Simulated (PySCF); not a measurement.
# RhOI: relaxation and vibrations of the triplet

Aim: relax RhOI as a triplet from a B3LYP minimum start, check by its vibrations whether the end is a minimum, and collect its spectrum and constants.

The runs use PySCF 2.14.0; B3LYP, basis Rh def2-SVP with ECP28, O def2-SVP, I def2-SVP with ECP28, scalar-relativistic core potentials, no spin–orbit coupling, density fitting.

## (1) Where the work starts

3 atoms, charge 0, spin multiplicity 3.

Bond lengths: Rh1–O2 1.680 Å, Rh1–I3 2.552 Å. Angles: O2–Rh1–I3 120.5°.

```xyz
3
charge 0 multiplicity 3
Rh    0.0416    0.5168   -1.1545
O    -0.0443   -0.5498   -2.4492
I    -0.0282   -0.3498    1.2451
```

## (2) The SCF at the typed geometry

One driver script runs all steps and calls PySCF; scf.py shows how it sets up the SCF of each step. The optimiser is the driver's own. After this first run the driver tries any further starts and a stability analysis.

Contents of scf.py:

```python
from pyscf import gto, scf, dft
mol = gto.M(atom='''
Rh     0.041641     0.516756    -1.154472
O     -0.044302    -0.549782    -2.449167
I     -0.028189    -0.349819     1.245074''',
    basis={'Rh': 'def2-SVP', 'O': 'def2-SVP', 'I': 'def2-SVP'},
    ecp={'Rh': 'def2-SVP', 'I': 'def2-SVP'},
    charge=0, spin=2)
mf = dft.UKS(mol, xc='B3LYP')
mf.grids.atom_grid = (50, 194)
aux = {'Rh': 'def2-universal-JKFIT', 'O': 'def2-universal-JKFIT', 'I': 'def2-universal-JKFIT'}
mf = mf.density_fit(auxbasis=aux)
mf.conv_tol = 1e-08
mf.diis_space = 10
mf.max_cycle = 60
mf.init_guess = 'minao'
mf.verbose = 4
mf.kernel()
```

The run is started by

```bash
$ OMP_NUM_THREADS=2 python axn.py task.json out
```

After this run come: B3LYP minimum start, triplet: relaxation; Vibrations and properties at this point.

What does the calculation give? Wanted: minimum; geometry; wavenumbers; dipole moment; highest occupied, lowest empty level; polar-tensor charge of Rh1; zero-point energy; atomisation energy; ⟨S²⟩.

The runs gave:

```
                                          quantity                                      value
                                           minimum                                triplet, Cs
                                          geometry  Rh–I 2.552 Å, Rh–O 1.680 Å; I–Rh–O 120.5°
                                wavenumbers (cm⁻¹)               107 (a'), 222 (a'), 932 (a')
                                     dipole moment                                     2.28 D
highest occupied, lowest empty level (either spin)                            -7.03, -4.47 eV
                        polar-tensor charge of Rh1                                    +0.88 e
                                 zero-point energy                                 7.5 kJ/mol
                               entropy at 298.15 K                            322.3 J/(mol K)
         atomisation energy (no zero-point energy)                                 620 kJ/mol
                                              ⟨S²⟩                                      2.018
```

The B3LYP minimum start keeps its Cs symmetry and ends in a minimum. The strongest infrared band lies at 932 cm⁻¹ (a', stretch). Most of the spin sits on Rh1 (Mulliken spin 1.20, against 2 for the whole molecule). Only this shape and spin were tried, so other structures or states may lie lower. Open d and f shells are described by one determinant, and the ground state may have another occupation or spin. Spin–orbit coupling, left out here, can matter for elements this heavy.
